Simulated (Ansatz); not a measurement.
# Sr6Sn2NO: where the electrons are

Aim: see in Sr6Sn2NO how the density differs from that of free atoms, which states sit where and how compression changes the bonding charge. The geometry is as listed and is not relaxed.

Program: Ansatz 0.2.0. Level of theory: DFT LDA, scalar-relativistic, plane waves, PAW. These are calculated values, not measurements.

**1. Starting point**

Symmetry: Fm-3m, No. 225, cubic system. Conventional cell: a = 10.436 Å, b = 10.436 Å, c = 10.436 Å, α = 90.00°, β = 90.00°, γ = 90.00°. Sr (site symmetry 4mm) is surrounded by 1 N at 2.59 Å and 1 O at 2.63 Å. Around Sn (site symmetry -43m) lie 12 Sr at 3.69 Å. N (site symmetry m-3m) has 6 Sr at 2.59 Å as nearest neighbours. O (site symmetry m-3m) is surrounded by 6 Sr at 2.63 Å.

As a file:

```xyz
10
Lattice="0.0000 5.2180 5.2180 5.2180 0.0000 5.2180 5.2180 5.2180 0.0000" Properties=species:S:1:pos:R:3 pbc="T T T"
Sr    7.8482    5.2180    5.2180
Sr    5.2180    2.5877    5.2180
Sr    5.2180    7.8482    5.2180
Sr    5.2180    5.2180    7.8482
Sr    5.2180    5.2180    2.5877
Sr    2.5877    5.2180    5.2180
Sn    2.6090    2.6090    2.6090
Sn    7.8270    7.8270    7.8270
N     0.0000    0.0000    0.0000
O     5.2180    5.2180    5.2180
```

The structure comes from the Materials Project (structure only).

**2. Self-consistent density**

The input, input.yaml:

```yaml
crystal:
  lattice:
    - [0.0, 5.21798, 5.21798]
    - [5.21798, 0.0, 5.21798]
    - [5.21798, 5.21798, 0.0]
  atoms:
    - { symbol: Sr, position: [0.247964, 0.752036, 0.752036] }
    - { symbol: Sr, position: [0.247964, 0.752036, 0.247964] }
    - { symbol: Sr, position: [0.752036, 0.247964, 0.752036] }
    - { symbol: Sr, position: [0.752036, 0.752036, 0.247964] }
    - { symbol: Sr, position: [0.247964, 0.247964, 0.752036] }
    - { symbol: Sr, position: [0.752036, 0.247964, 0.247964] }
    - { symbol: Sn, position: [0.25, 0.25, 0.25] }
    - { symbol: Sn, position: [0.75, 0.75, 0.75] }
    - { symbol: "N", position: [0.0, 0.0, 0.0] }
    - { symbol: O, position: [0.5, 0.5, 0.5] }
basis:
  ecutwfc: 420
  fft_grid_basis: typed
kpoints:
  mp_grid: { grid: [4, 4, 4] }
hamiltonian:
  xc: lda
  pseudopotentials: { kind: paw }
scf:
  occupations: { method: gaussian, width: 0.05 }
output:
  forces: true
  stress: true
  eigenvalues: true
  bader: true
  write_density: true
  volumetric_format: npy
  elf: true
```

On the command line:

```
$ ansatz run input.yaml --threads 2 --pin off --max-ram 4096MiB --backend cpu --events-out ev --progress --plain --runs-dir out
```

**4. Energy-resolved densities and projections**

The windows are set from the levels of the base run, in eV from its Fermi level.

input.yaml, as its differences from that of step 2:

```diff
@@ -26,9 +26,28 @@
   occupations: { method: gaussian, width: 0.05 }
+  n_extra_bands: 10
 output:
   forces: true
-  stress: true
+  stress: false
   eigenvalues: true
-  bader: true
-  write_density: true
+  bader: false
+  write_density: false
   volumetric_format: npy
-  elf: true
+  band_densities:
+    - { e_range: [-0.25, 0.25] }
+    - { e_range: [-1.2, 0.0] }
+    - { e_range: [0.0, 1.2] }
+    - { e_range: [-3.31, -2.97] }
+    - { e_range: [-6.53, -5.8] }
+    - { e_range: [-10.86, -10.76] }
+    - { e_range: [-15.86, -15.44] }
+  dos:
+    e_range: [-30, 8]
+    de: 0.02
+    method: { smearing: { sigma: 0.03, scheme: gaussian } }
+    projected: { site_lists: { "N": ["N"], O: [O], Sn: [Sn], Sr: [Sr] } }
+checkpoint:
+  read: start.run
+  write: ck
+  compress: false
+  write_wavefunctions: false
+  write_every: 100000
```

**5. The cell at 85 % of its volume**

Fractional coordinates and the k mesh are kept.

input.yaml, as its differences from that of step 2:

```diff
@@ -2,5 +2,5 @@
   lattice:
-    - [0.0, 5.21798, 5.21798]
-    - [5.21798, 0.0, 5.21798]
-    - [5.21798, 5.21798, 0.0]
+    - [0.0, 4.9428267163, 4.9428267163]
+    - [4.9428267163, 0.0, 4.9428267163]
+    - [4.9428267163, 4.9428267163, 0.0]
   atoms:
```

(Steps that only read results are left out.)

Before running it: what results should come out? Wanted: gap on the mesh; pressure; Bader charges; the states at the Fermi level; at 85 % volume.

As calculated:

```
                     quantity                                                                    value
              gap on the mesh                                                             none (metal)
                     pressure                                                                 -3.8 GPa
                Bader charges                                   Sr +1.23, Sn -1.98, N -1.91, O -1.51 e
the states at the Fermi level                                                             Sn 5p (95 %)
               at 85 % volume  4.6 GPa, gap none (metal), Bader Sr +1.19, Sn -1.90, N -1.86, O -1.48 e
```

N–Sr (2.59 Å): Δρ is +0.04 e/Å³ at the midpoint. O–Sr (2.63 Å): Δρ is +0.02 e/Å³ at the midpoint, with little build-up between the atoms. N–Sr goes from 2.59 to 2.45 Å with the volume, and the deformation density at its midpoint stays at +0.04 e/Å³. The final runs have no spin polarisation, so no magnetic state was tried and one may lie lower.
